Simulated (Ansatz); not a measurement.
# Ta2O5: a test of stability by relaxation

This session takes Ta2O5 and sets out to break the symmetry and see whether a relaxation comes back.

Program: Ansatz 0.2.0. Level of theory: DFT PBEsol, scalar-relativistic, plane waves, PAW. These are calculated values, not measurements.

2 further runs of the same task are left out: 2 set aside as unsound or not needed. Runs told in other sessions of the task aren't counted.

### Step 1. The starting structure

The structure is tetragonal, space group I4/mmm (No. 139). The conventional cell has a = 5.241 Å, b = 5.241 Å, c = 9.583 Å, α = 90.00°, β = 90.00°, γ = 90.00°. Around Ta (site symmetry 4mm) lie 5 O at 1.88 to 1.92 Å. O (site symmetry 4/mmm) is surrounded by 2 Ta at 1.88 Å. Around O (site symmetry 2/m) lie 2 Ta at 1.92 Å.

Structure file:

```cif
data_structure
_symmetry_space_group_name_H-M 'I4/mmm'
_symmetry_Int_Tables_number 139
_cell_length_a 5.2407
_cell_length_b 5.2407
_cell_length_c 9.5829
_cell_angle_alpha 90.000
_cell_angle_beta 90.000
_cell_angle_gamma 90.000
_cell_volume 263.20
loop_
_atom_site_label
_atom_site_type_symbol
_atom_site_symmetry_multiplicity
_atom_site_Wyckoff_symbol
_atom_site_fract_x
_atom_site_fract_y
_atom_site_fract_z
_atom_site_occupancy
Ta1 Ta 4 e 0.50000 0.50000 0.69664 1
O1 O 2 a 0.00000 0.00000 0.00000 1
O2 O 8 f 0.25000 0.75000 0.75000 1
```

It goes back to an entry of the Materials Project, which need not be the stable form.

It is built from the cell relaxed beforehand with the same method (18.80 Å³/atom).

### Step 2. The reference: the undisturbed cell on the scan's mesh

File input.yaml:

```yaml
crystal:
  lattice:
    - [0.0, -5.2407336425, 0.0]
    - [-5.2407336425, 0.0, 0.0]
    - [0.0, 0.0, -9.5828864636]
  atoms:
    - { symbol: Ta, position: [0.5, 0.5, 0.3033618174] }
    - { symbol: Ta, position: [1.0, 1.0, 0.8033618174] }
    - { symbol: Ta, position: [0.5, 0.5, 0.6966381826] }
    - { symbol: Ta, position: [1.0, 1.0, 0.1966381826] }
    - { symbol: O, position: [0.5, 0.5, 0.5] }
    - { symbol: O, position: [0.0, 1.0, 1.0] }
    - { symbol: O, position: [0.25, 0.75, 0.25] }
    - { symbol: O, position: [0.75, 0.25, 0.75] }
    - { symbol: O, position: [0.75, 0.25, 0.25] }
    - { symbol: O, position: [0.25, 0.75, 0.75] }
    - { symbol: O, position: [0.25, 0.25, 0.75] }
    - { symbol: O, position: [0.75, 0.75, 0.25] }
    - { symbol: O, position: [0.25, 0.25, 0.25] }
    - { symbol: O, position: [0.75, 0.75, 0.75] }
basis:
  ecutwfc: 420
kpoints:
  mp_grid: { grid: [4, 4, 4] }
hamiltonian:
  xc: pbesol
scf:
  occupations: { method: gaussian, width: 0.05 }
output:
  forces: true
  stress: true
  eigenvalues: true
```

Command:

```sh
ansatz run input.yaml --threads 2 --pin off --max-ram 5120MiB --backend cpu --events-out ev --progress --plain --runs-dir out
```

Further runs follow: the disturbed cell, one point; relaxing from there.

What does the calculation give? Wanted: end of the relaxation, from the reference; final space group; volume change.

**Answer**, as computed:

| quantity | value |
| --- | --- |
| cost of the disturbance | 512.1 meV/atom |
| end of the relaxation, from the reference | -69.8 meV/atom |
| final space group | P4_2/mnm (tolerance 0.05 Å; reference I4/mmm) |
| volume change | -8.18 % |

In words: It ends 69.8 meV/atom below the reference in P4_2/mnm: the more symmetric structure was not the lowest nearby. Spin-orbit coupling is left out, which matters for the bands of Ta. Where forces pass 15 eV/Å atoms stand far too close, the PAW spheres overlap strongly and those numbers are rough.
